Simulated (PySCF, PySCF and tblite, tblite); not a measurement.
# C₇H₆ClF: a path driven as a shift of bonds, and NMR exchange, part 1 of 2

How fast is a shift of bonds in C₇H₆ClF (`C=C(Cl)C1=C(F)CC=C1`), and when do the exchanging lines merge?

Computed with tblite 0.8.0 (tight binding) and PySCF 2.14.0 (DFT, with response routines of our own); each step states its level. Atoms count from 0 throughout.

### 1 The molecule as given

15 atoms, charge 0, multiplicity 1; geometry from: force field or distance geometry start.

Bonds of the start (Å): C0–C1 1.32, C0–H10 1.10, C0–H9 1.08, C1–C3 1.45, C1–Cl2 1.74, C3–C4 1.36, C3–C8 1.45, C4–C6 1.50, C4–F5 1.34, C6–C7 1.49, C6–H11 1.09, C6–H12 1.09, C7–C8 1.34, C7–H13 1.08, C8–H14 1.09.

### 2 GFN2-xTB relaxation, start minimum

Job settings and geometry (Å):

```
{"job": {"xc": "GFN2-xTB", "basis": "xTB", "kind": "relax"}, "charge": 0, "multiplicity": 1}
C     -2.620100     0.498900    -0.028400
C     -1.702400    -0.442000     0.137400
Cl    -2.220000    -2.067800     0.487600
C     -0.276200    -0.183200     0.024000
C      0.695500    -0.766000     0.773800
F      0.487600    -1.647900     1.756600
C      2.054100    -0.273000     0.367400
C      1.721700     0.685700    -0.727400
C      0.390800     0.706800    -0.906200
H     -2.368800     1.530300    -0.237400
H     -3.689900     0.272000     0.051800
H      2.546600     0.230600     1.202900
H      2.674800    -1.093900     0.017400
H      2.443900     1.247000    -1.300100
H     -0.141900     1.310500    -1.641300
```

Run with:

```sh
> OMP_NUM_THREADS=1 python ens_run.py task.json out
```

The driver reads the study from task.json and runs its stages one after another.

Log:

```text
step      E/eV     max force
  0    -742.06051    0.920
  1    -742.09008    0.492
  2    -742.10033    0.316
  3    -742.10965    0.251
  4    -742.11718    0.226
  5    -742.12035    0.136
  6    -742.12200    0.114
  7    -742.12316    0.094
  8    -742.12418    0.082
  9    -742.12481    0.075
 10    -742.12530    0.057
 11    -742.12575    0.065
 12    -742.12612    0.065
 13    -742.12638    0.051
 14    -742.12662    0.044
 15    -742.12695    0.052
 16    -742.12746    0.059
 17    -742.12803    0.061
 18    -742.12859    0.057
 19    -742.12906    0.062
 20    -742.12946    0.063
 21    -742.12982    0.050
 22    -742.13014    0.062
 23    -742.13042    0.060
 24    -742.13068    0.042
 25    -742.13094    0.044
 26    -742.13120    0.045
 27    -742.13143    0.052
 28    -742.13161    0.040
 29    -742.13177    0.045
 30    -742.13195    0.041
 31    -742.13216    0.040
 32    -742.13239    0.043
 33    -742.13264    0.045
 34    -742.13294    0.055
 35    -742.13329    0.055
 36    -742.13365    0.055
 37    -742.13395    0.050
 38    -742.13422    0.039
 39    -742.13456    0.056
 40    -742.13508    0.087
 41    -742.13577    0.096
 42    -742.13642    0.070
 43    -742.13691    0.047
 44    -742.13726    0.044
 45    -742.13755    0.047
 46    -742.13785    0.044
 47    -742.13816    0.047
 48    -742.13846    0.046
 49    -742.13869    0.048
 50    -742.13885    0.041
 51    -742.13896    0.021
 52    -742.13906    0.026
 53    -742.13915    0.031
 54    -742.13932    0.040
 55    -742.13952    0.034
 56    -742.13971    0.027
 57    -742.13983    0.026
 58    -742.13991    0.024
 59    -742.13998    0.021
 60    -742.14004    0.021
 61    -742.14010    0.024
 62    -742.14017    0.021
 63    -742.14024    0.026
 64    -742.14031    0.026
 65    -742.14037    0.021
 66    -742.14041    0.016
 67    -742.14045    0.015
 68    -742.14048    0.011
 69    -742.14050    0.011
 70    -742.14052    0.010
 71    -742.14053    0.010
 72    -742.14055    0.010
 73    -742.14056    0.011
 74    -742.14058    0.009
 75    -742.14059    0.009
 76    -742.14060    0.009
 77    -742.14061    0.009
 78    -742.14063    0.009
 79    -742.14064    0.011
 80    -742.14065    0.010
 81    -742.14066    0.007
 82    -742.14067    0.007
 83    -742.14067    0.007
 84    -742.14068    0.005
 85    -742.14068    0.004
 86    -742.14068    0.004
 87    -742.14068    0.003
```

It took 1 s on 1 thread of Arm Neoverse N1, shared host.

The energy fell by 0.080 eV, and the atoms moved 0.21 Å (root mean square).

### 3 Relaxed scan, to the middle

Job settings and geometry (Å):

```
{"job": {"xc": "GFN2-xTB", "basis": "xTB", "coordinate": [["d", [11, 6], 1], ["d", [11, 7], -1]], "kind": "drive"}, "charge": 0, "multiplicity": 1}
C     -2.639791     0.476741    -0.199975
C     -1.717996    -0.393126     0.200180
Cl    -2.218177    -1.897325     0.914882
C     -0.284230    -0.197628     0.091065
C      0.720382    -0.836434     0.731524
F      0.635675    -1.803747     1.647155
C      2.055431    -0.314123     0.326313
C      1.676841     0.731945    -0.667243
C      0.346260     0.786130    -0.786020
H     -2.363144     1.422035    -0.629278
H     -3.689190     0.272054    -0.093820
H      2.602674     0.095922     1.178124
H      2.680898    -1.097225    -0.108337
H      2.400111     1.328497    -1.190574
H     -0.210157     1.434274    -1.435910
```

Log:

```text
point  coordinate     E/eV
  0     -0.949     -742.09942
  1     -0.823     -741.98067
  2     -0.691     -741.79281
  3     -0.551     -741.54552
  4     -0.394     -741.25497
  5     -0.210     -740.97882
  6     -0.006     -740.85086
```

It took 1.8 s on 1 thread of Arm Neoverse N1, shared host.

The highest point is number 6, 28.8 kcal/mol above the first.

### 4 Relaxed scan, from the middle, back

Job settings and geometry (Å):

```
{"job": {"xc": "GFN2-xTB", "basis": "xTB", "coordinate": [["d", [11, 6], 1], ["d", [11, 7], -1]], "kind": "drive"}, "charge": 0, "multiplicity": 1}
C     -2.617195     0.514180    -0.163111
C     -1.703966    -0.372154     0.220003
Cl    -2.234221    -1.863471     0.937758
C     -0.265705    -0.214016     0.073362
C      0.745414    -1.009936     0.617529
F      0.595811    -2.069941     1.428490
C      2.008697    -0.527652     0.262577
C      1.739433     0.658512    -0.608123
C      0.357454     0.787679    -0.688467
H     -2.334609     1.452325    -0.603287
H     -3.668147     0.321439    -0.049820
H      2.126854     0.699499     0.621435
H      2.939695    -1.051691     0.374517
H      2.464267     1.150919    -1.229571
H     -0.154951     1.544996    -1.247962
```

Log:

```text
point  coordinate     E/eV
  0     -0.191     -740.95975
  1     -0.355     -741.18965
  2     -0.497     -741.44632
  3     -0.624     -741.68001
  4     -0.743     -741.87361
  5     -0.855     -742.01760
  6     -0.965     -742.10901
  7     -1.069     -742.13982
```

Run time: 1.9 s. Hardware: 1 thread of Arm Neoverse N1, shared host.

### 5 Relaxed scan, from the middle, on

job is that of step 4.

Log:

```text
point  coordinate     E/eV
  0      0.166     -740.90442
  1      0.339     -741.10880
  2      0.488     -741.36493
  3      0.620     -741.60528
  4      0.741     -741.80494
  5      0.853     -741.97363
  6      0.962     -742.06388
  7      1.066     -742.09091
```

Run time: 2.5 s. Hardware: 1 thread of Arm Neoverse N1, shared host.

### 6 Nudged elastic band, leg 1

Job settings and geometry (Å):

```
{"job": {"xc": "GFN2-xTB", "basis": "xTB", "kind": "neb"}, "charge": 0, "multiplicity": 1}
C     -2.637894     0.486617    -0.199534
C     -1.719464    -0.394879     0.181853
Cl    -2.222145    -1.915257     0.859048
C     -0.284960    -0.198707     0.080575
C      0.715754    -0.830766     0.733267
F      0.624533    -1.788750     1.658176
C      2.052947    -0.310680     0.332114
C      1.679712     0.725908    -0.673396
C      0.349875     0.777565    -0.801498
H     -2.356541     1.441808    -0.603376
H     -3.688201     0.282274    -0.102644
H      2.594792     0.107105     1.183593
H      2.681700    -1.096601    -0.092624
H      2.405788     1.317530    -1.198369
H     -0.203546     1.417811    -1.461788
```

Log:

```text
image   E - E0 / eV
  0       0.0000
  1       0.1962
  2       1.2891
  3       0.3955
  4       0.0880
  5       0.0578
  6       0.0486
```

Run time: 6.5 s. Hardware: 1 thread of Arm Neoverse N1, shared host; peak memory 0.18 GiB.

The highest point is number 2, 29.7 kcal/mol above the first.

### 7 Saddle search, leg 1

Job settings and geometry (Å):

```
{"job": {"xc": "GFN2-xTB", "basis": "xTB", "kind": "saddle"}, "charge": 0, "multiplicity": 1}
C     -2.612809     0.519728    -0.145458
C     -1.704113    -0.382990     0.208941
Cl    -2.237760    -1.885676     0.899653
C     -0.265721    -0.225979     0.061433
C      0.746096    -1.014973     0.617378
F      0.590366    -2.067727     1.436847
C      2.007824    -0.522912     0.277295
C      1.740664     0.657261    -0.602700
C      0.356988     0.774673    -0.699392
H     -2.324864     1.465254    -0.566307
H     -3.664304     0.336433    -0.022132
H      2.105518     0.716805     0.622873
H      2.942873    -1.035269     0.410248
H      2.471780     1.149826    -1.216148
H     -0.152538     1.515546    -1.282531
```

Log:

```text
step      E/eV     max force
  0    -740.85146   0.0756
  1    -740.85466   0.0492
  2    -740.85696   0.1039
  3    -740.85595   0.0177
  4    -740.85741   0.0299
  5    -740.85865   0.0344
  6    -740.85964   0.0212
  7    -740.86019   0.0533
  8    -740.86003   0.0087
  9    -740.86032   0.0170
 10    -740.86038   0.0068
 11    -740.86039   0.0000
lowest wavenumbers (cm-1): -1209.3 37.8 129.7 160.2 265.2 307.1
```

Run time: 8.2 s. Hardware: 1 thread of Arm Neoverse N1, shared host; peak memory 0.18 GiB.

Point group C1; 1 imaginary mode, 1209i cm⁻¹, carried by H11, C7, C6. Steps downhill from it reached both ends.

### 8 DFT refinement, start: PBE0-D3(BJ)/def2-SVP

Job settings and geometry (Å):

```
{"job": {"xc": "PBE0", "basis": "def2-SVP", "kind": "refine"}, "charge": 0, "multiplicity": 1}
C     -2.639791     0.476741    -0.199975
C     -1.717996    -0.393126     0.200180
Cl    -2.218177    -1.897325     0.914882
C     -0.284230    -0.197628     0.091065
C      0.720382    -0.836434     0.731524
F      0.635675    -1.803747     1.647155
C      2.055431    -0.314123     0.326313
C      1.676841     0.731945    -0.667243
C      0.346260     0.786130    -0.786020
H     -2.363144     1.422035    -0.629278
H     -3.689190     0.272054    -0.093820
H      2.602674     0.095922     1.178124
H      2.680898    -1.097225    -0.108337
H      2.400111     1.328497    -1.190574
H     -0.210157     1.434274    -1.435910
```

Log:

```text
step      E/eV     max force
  0    -22568.23787   1.0253
  1    -22568.28868   0.1712
  2    -22568.29124   0.1361
  3    -22568.29044   0.1204
  4    -22568.29207   0.0311
  5    -22568.29238   0.0665
  6    -22568.29273   0.0570
  7    -22568.29325   0.0223
  8    -22568.29335   0.0608
  9    -22568.29359   0.0106
```

It took 5.1 min on 1 thread of Arm Neoverse N1, shared host; peak memory 0.65 GiB.

The energy fell by 0.056 eV, and the atoms moved 0.18 Å (root mean square).

DFT refinement, saddle of leg 1: PBE0-D3(BJ)/def2-SVP:

Job settings and geometry (Å):

```
{"job": {"xc": "PBE0", "basis": "def2-SVP", "kind": "refine"}, "charge": 0, "multiplicity": 1}
C     -2.597263     0.555801    -0.020812
C     -1.705954    -0.414288     0.142370
Cl    -2.240891    -2.024218     0.515947
C     -0.265620    -0.243799     0.019569
C      0.735905    -0.970361     0.668258
F      0.555114    -1.953402     1.565958
C      1.999741    -0.486079     0.330036
C      1.745327     0.621678    -0.644336
C      0.362351     0.704158    -0.797790
H     -2.282047     1.561031    -0.234508
H     -3.653000     0.375295     0.063474
H      2.067303     0.780155     0.583421
H      2.939951    -0.961971     0.537278
H      2.487560     1.072535    -1.277063
H     -0.148477     1.383464    -1.451802
```

Log:

```text
step      E/eV     max force
  0    -22567.00038   1.1064
  1    -22567.07382   0.1924
  2    -22567.07529   0.0951
  3    -22567.07209   0.1554
  4    -22567.07562   0.0519
  5    -22567.07571   0.0544
  6    -22567.07443   0.0837
  7    -22567.07570   0.0564
  8    -22567.07592   0.0262
  9    -22567.07573   0.0423
 10    -22567.07588   0.0335
 11    -22567.07594   0.0159
 12    -22567.07593   0.0117
```

Run time: 6.6 min. Hardware: 1 thread of Arm Neoverse N1, shared host; peak memory 0.65 GiB.

Gain 0.076 eV; displacement 0.08 Å root mean square.

DFT refinement, end: PBE0-D3(BJ)/def2-SVP:

Job settings and geometry (Å):

```
{"job": {"xc": "PBE0", "basis": "def2-SVP", "kind": "refine"}, "charge": 0, "multiplicity": 1}
C     -2.624739     0.532162     0.057173
C     -1.716269    -0.434885     0.048140
Cl    -2.206646    -2.101150     0.066011
C     -0.277276    -0.212608     0.004534
C      0.731970    -1.007860     0.695102
F      0.432320    -2.037290     1.492456
C      1.962781    -0.545586     0.447218
C      1.846994     0.627188    -0.465711
C      0.377031     0.750176    -0.678042
H     -2.322183     1.563816     0.062453
H     -3.678447     0.322029     0.074440
H      2.266885     1.530999    -0.018473
H      2.889287    -0.927978     0.828353
H      2.376120     0.466036    -1.407559
H     -0.065478     1.495930    -1.310700
```

Log:

```text
step      E/eV     max force
  0    -22568.21779   0.9605
  1    -22568.27732   0.1485
  2    -22568.28005   0.1502
  3    -22568.28044   0.0630
  4    -22568.28110   0.0285
  5    -22568.28125   0.0203
  6    -22568.28130   0.0092
```

Run time: 3.7 min. Hardware: 1 thread of Arm Neoverse N1, shared host; peak memory 0.64 GiB.

The energy fell by 0.064 eV, and the atoms moved 0.10 Å (root mean square).

### 9 Shieldings, start: PBE0/pcSseg-1

Job settings and geometry (Å):

```
{"job": {"kind": "nmr", "xc": "PBE0", "basis": "pcSseg-1", "pop": false}, "charge": 0, "multiplicity": 1}
C     -2.653644     0.410415    -0.315016
C     -1.727839    -0.361964     0.270378
Cl    -2.257318    -1.685359     1.270698
C     -0.287423    -0.185219     0.137364
C      0.735225    -0.881552     0.700104
F      0.672752    -1.909714     1.520280
C      2.062001    -0.348169     0.286044
C      1.685249     0.780407    -0.618498
C      0.343554     0.859476    -0.691890
H     -2.361496     1.249987    -0.946250
H     -3.716635     0.216295    -0.170340
H      2.651254    -0.020855     1.162153
H      2.664960    -1.124675    -0.219112
H      2.402575     1.422806    -1.128226
H     -0.217629     1.586109    -1.279599
```

Log:

```text
coarse grid: 14032 points
cycle   1  E = -829.5793143718  dE =  1.506e+00  |g| = 5.511e-01  |ddm| = 3.892e+00
cycle   2  E = -829.5140888431  dE =  6.523e-02  |g| = 7.826e-01  |ddm| = 1.127e+00
cycle   3  E = -829.6410380744  dE = -1.269e-01  |g| = 1.352e-01  |ddm| = 7.233e-01
cycle   4  E = -829.6458027444  dE = -4.765e-03  |g| = 4.943e-02  |ddm| = 2.139e-01
cycle   5  E = -829.6463431931  dE = -5.404e-04  |g| = 1.436e-02  |ddm| = 5.552e-02
cycle   6  E = -829.6463809647  dE = -3.777e-05  |g| = 5.195e-03  |ddm| = 1.965e-02
cycle   7  E = -829.6463868137  dE = -5.849e-06  |g| = 1.968e-03  |ddm| = 7.200e-03
final grid: 134040 points
cycle   8  E = -829.7060758561  dE = -3.546e-05  |g| = 8.267e-03  |ddm| = 3.866e-02
cycle   9  E = -829.7060547586  dE =  2.110e-05  |g| = 1.250e-02  |ddm| = 2.221e-02
cycle  10  E = -829.7060920778  dE = -3.732e-05  |g| = 2.195e-03  |ddm| = 1.486e-02
cycle  11  E = -829.7060931262  dE = -1.048e-06  |g| = 4.591e-04  |ddm| = 2.212e-03
cycle  12  E = -829.7060931707  dE = -4.442e-08  |g| = 1.593e-04  |ddm| = 4.986e-04
cycle  13  E = -829.7060931755  dE = -4.811e-09  |g| = 3.902e-05  |ddm| = 1.605e-04
cycle  14  E = -829.7060931757  dE = -2.844e-10  |g| = 1.684e-05  |ddm| = 5.832e-05
converged SCF energy = -829.7060931757

GIAO shielding tensors (ppm)
atom      isotropic    diamagn.    paramagn.     s11        s22        s33       span
  0 C       66.777     253.823    -187.046    -31.945     85.110    147.166    179.111
  1 C       39.362     249.315    -209.953    -68.574     71.814    114.845    183.419
  2 Cl     706.694    1145.997    -439.303    500.098    628.147    991.838    491.740
  3 C       63.102     260.043    -196.941    -15.515     71.679    133.142    148.658
  4 C       11.019     247.676    -236.657    -59.637     31.226     61.467    121.104
  5 F      283.201     472.355    -189.155    163.771    223.429    462.403    298.632
  6 C      142.268     254.144    -111.876    133.214    137.006    156.584     23.370
  7 C       58.424     255.958    -197.534    -51.604     68.707    158.169    209.773
  8 C       45.438     251.140    -205.702    -61.942     59.368    138.888    200.830
  9 H       25.672      31.680      -6.008     22.955     23.596     30.465      7.510
 10 H       25.794      27.911      -2.118     23.173     23.288     30.920      7.748
 11 H       28.132      28.268      -0.136     24.173     26.503     33.722      9.549
 12 H       28.137      28.251      -0.113     24.160     26.516     33.736      9.576
 13 H       25.319      30.608      -5.288     23.688     25.079     27.192      3.504
 14 H       24.629      32.342      -7.712     22.130     23.810     27.947      5.817
```

Run time: 49 s. Hardware: 1 thread of Arm Neoverse N1, shared host; peak memory 0.86 GiB.

This run: HOMO -6.39 eV, LUMO -1.24 eV; dipole 2.78 D.

### 10 Shieldings, saddle of leg 1: PBE0/pcSseg-1

Job settings and geometry (Å):

```
{"job": {"kind": "nmr", "xc": "PBE0", "basis": "pcSseg-1", "pop": false}, "charge": 0, "multiplicity": 1}
C     -2.596442     0.571339     0.039259
C     -1.715046    -0.430853     0.123162
Cl    -2.282153    -2.055900     0.391797
C     -0.264283    -0.286939    -0.030155
C      0.737649    -0.973950     0.674683
F      0.539799    -1.899468     1.599426
C      2.002847    -0.478352     0.331415
C      1.755026     0.587024    -0.675266
C      0.366605     0.661149    -0.858647
H     -2.243074     1.595051    -0.097055
H     -3.669244     0.389794     0.114898
H      2.004777     0.807715     0.584486
H      2.973700    -0.889322     0.602423
H      2.537560     1.058596    -1.267656
H     -0.147720     1.344115    -1.532771
```

Log:

```text
coarse grid: 14032 points
cycle   1  E = -829.5378106018  dE =  1.639e+00  |g| = 5.378e-01  |ddm| = 3.866e+00
cycle   2  E = -829.5012998461  dE =  3.651e-02  |g| = 7.047e-01  |ddm| = 1.253e+00
cycle   3  E = -829.5986054303  dE = -9.731e-02  |g| = 1.188e-01  |ddm| = 7.267e-01
cycle   4  E = -829.6020542295  dE = -3.449e-03  |g| = 4.323e-02  |ddm| = 1.849e-01
cycle   5  E = -829.6024765859  dE = -4.224e-04  |g| = 1.430e-02  |ddm| = 5.624e-02
cycle   6  E = -829.6025150673  dE = -3.848e-05  |g| = 4.627e-03  |ddm| = 1.691e-02
cycle   7  E = -829.6025198856  dE = -4.818e-06  |g| = 1.507e-03  |ddm| = 5.924e-03
final grid: 134040 points
cycle   8  E = -829.6600160679  dE = -4.278e-05  |g| = 6.719e-03  |ddm| = 3.924e-02
cycle   9  E = -829.6600121514  dE =  3.916e-06  |g| = 7.992e-03  |ddm| = 1.595e-02
cycle  10  E = -829.6600270485  dE = -1.490e-05  |g| = 1.355e-03  |ddm| = 8.949e-03
cycle  11  E = -829.6600273414  dE = -2.930e-07  |g| = 3.072e-04  |ddm| = 1.475e-03
cycle  12  E = -829.6600273586  dE = -1.716e-08  |g| = 9.231e-05  |ddm| = 4.219e-04
cycle  13  E = -829.6600273604  dE = -1.838e-09  |g| = 4.211e-05  |ddm| = 1.585e-04
cycle  14  E = -829.6600273609  dE = -4.190e-10  |g| = 7.606e-06  |ddm| = 5.200e-05
converged SCF energy = -829.6600273609

GIAO shielding tensors (ppm)
atom      isotropic    diamagn.    paramagn.     s11        s22        s33       span
  0 C       64.284     253.382    -189.098    -34.466     82.319    144.999    179.465
  1 C       36.397     250.377    -213.980    -73.715     68.919    113.988    187.702
  2 Cl     681.683    1145.533    -463.850    486.831    580.786    977.433    490.602
  3 C       48.748     259.741    -210.994     -1.350      6.969    140.625    141.975
  4 C       26.489     245.808    -219.318    -27.797     29.440     77.825    105.621
  5 F      314.550     471.948    -157.398    214.868    280.560    448.221    233.353
  6 C      109.689     259.003    -149.314     51.517    118.159    159.389    107.872
  7 C      111.399     255.585    -144.186     35.258    134.111    164.830    129.572
  8 C       64.301     248.756    -184.455     -9.065     44.184    157.785    166.849
  9 H       25.712      31.395      -5.683     22.237     23.881     31.018      8.781
 10 H       25.708      27.973      -2.264     23.115     23.312     30.698      7.583
 11 H       25.186      25.961      -0.775     13.095     24.224     38.239     25.144
 12 H       25.955      29.969      -4.014     22.046     25.347     30.472      8.426
 13 H       26.194      30.207      -4.013     22.199     25.151     31.233      9.035
 14 H       24.755      32.142      -7.387     21.502     25.846     26.917      5.415
```

Wall time 49 s (1 thread of Arm Neoverse N1, shared host); peak memory 0.88 GiB.

This run: HOMO -6.65 eV, LUMO -0.80 eV; dipole 3.72 D.

(Continued in part 2 of 2.)
